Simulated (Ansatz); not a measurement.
# BGeH5 (triplet): wave-function methods side by side at a displaced geometry (v2), cc-pVDZ

Aim: climb from Hartree-Fock through coupled cluster for BGeH5 (triplet) at one geometry and basis, and see what each rung misses.

Computed with Ansatz 0.2.0, Gaussian basis. Level: cc-pVDZ, core rule «outside noble gas», up to 15 orbitals frozen.

Plan: UHF; CCSD(T) on ROHF; CCSD(T) on UHF; BCCD(T) on ROHF; CISD as a restricted active space (open shells left free, so some higher excitations enter); CCSDT(Q) on ROHF; CCSDT(Q) on UHF.

21 further runs of the same task are left out: 7 that didn't finish, 14 set aside as unsound or not needed. Runs told in other sessions of the task aren't counted.

**1. What is computed**

The geometry is a PBE0/def2-TZVP stationary point (not a proven minimum) with its atoms shifted at random (size 0.100 Å). No spin-orbit coupling is included. The filled d shell of Ge may be among the frozen orbitals whatever the setting's name suggests.

7 atoms, charge 0, spin multiplicity 3.

Atoms are counted from 1 here; the program's logs count them from 0.

Bond lengths: Ge1–B2 2.189 Å, Ge1–H3 1.518 Å, Ge1–H4 1.474 Å, Ge1–H5 1.626 Å, B2–H6 1.228 Å, B2–H7 1.079 Å. Angles: B2–Ge1–H3 107.6°, B2–Ge1–H4 108.5°, B2–Ge1–H5 101.5°, H3–Ge1–H4 114.1°, H3–Ge1–H5 107.0°, H4–Ge1–H5 117.1°, Ge1–B2–H6 96.5°, Ge1–B2–H7 96.3°, H6–B2–H7 140.0°.

**2. UHF**

in.yaml reads:

```yaml
crystal:
  periodic: [false, false, false]
  atoms:
    - {symbol: Ge, position_ang: [0.014285, 0.003395, 0.305894]}
    - {symbol: B, position_ang: [-0.007642, 0.011769, -1.883265]}
    - {symbol: H, position_ang: [0.645149, -1.302747, 0.752950]}
    - {symbol: H, position_ang: [0.728258, 1.206168, 0.771164]}
    - {symbol: H, position_ang: [-1.572334, -0.095058, 0.646257]}
    - {symbol: H, position_ang: [-0.305260, -1.171791, -2.022989]}
    - {symbol: H, position_ang: [-0.443335, 0.992511, -1.992929]}
basis:
  gaussian: {orbitals: cc-pVDZ}
magnetization: {spin_polarized: true, initial_magnetization: 2}
hamiltonian: {xc: hf}
output: {orbitals: {seedname: orbitals}}
```

Launch:

```bash
ansatz run in.yaml --threads 1 --pin off --events-out ev --progress --plain --max-ram 2393MiB
```

The runs that follow: CCSD(T) on ROHF; CCSD(T) on UHF; BCCD(T) on ROHF; CISD as a restricted active space (open shells left free, so some higher excitations enter); CCSDT(Q) on ROHF; CCSDT(Q) on UHF.

Q: Predict the results of all the runs planned. Wanted: UCCSDT(Q) from the RHF energy; RMP2 from UCCSDT(Q); UMP2 from UCCSDT(Q); RCCSD from UCCSDT(Q); RCCSD(T) from UCCSDT(Q); UCCSD(T) from UCCSDT(Q); RCCSDT(Q) from UCCSDT(Q); T1 diagnostic.

**Answer**, as computed:

| quantity | value |
| --- | --- |
| UCCSDT(Q) from the ROHF energy | -6.1966 eV |
| RMP2 from UCCSDT(Q) | +31.53 kcal/mol |
| UMP2 from UCCSDT(Q) | +31.42 kcal/mol |
| RCCSD from UCCSDT(Q) | +3.84 kcal/mol |
| RCCSD(T) from UCCSDT(Q) | +0.85 kcal/mol |
| UCCSD(T) from UCCSDT(Q) | +0.80 kcal/mol |
| RCCSDT(Q) from UCCSDT(Q) | +0.05 kcal/mol |
| levels within 1 kcal/mol (43 meV) | RCCSD(T), UCCSD(T), BCCD(T), RCCSDT, UCCSDT, RCCSDT(Q) |
| T1 diagnostic | 0.018 |

RCCSD(T) lands +0.85 kcal/mol from the yardstick (0.6 % of the correlation energy). These misses are within one basis, not against nature; the frozen cores of restricted and unrestricted runs differ, which can shift their rows.

With open shells the CI space here admits some higher excitations, so it is larger than plain CISD.
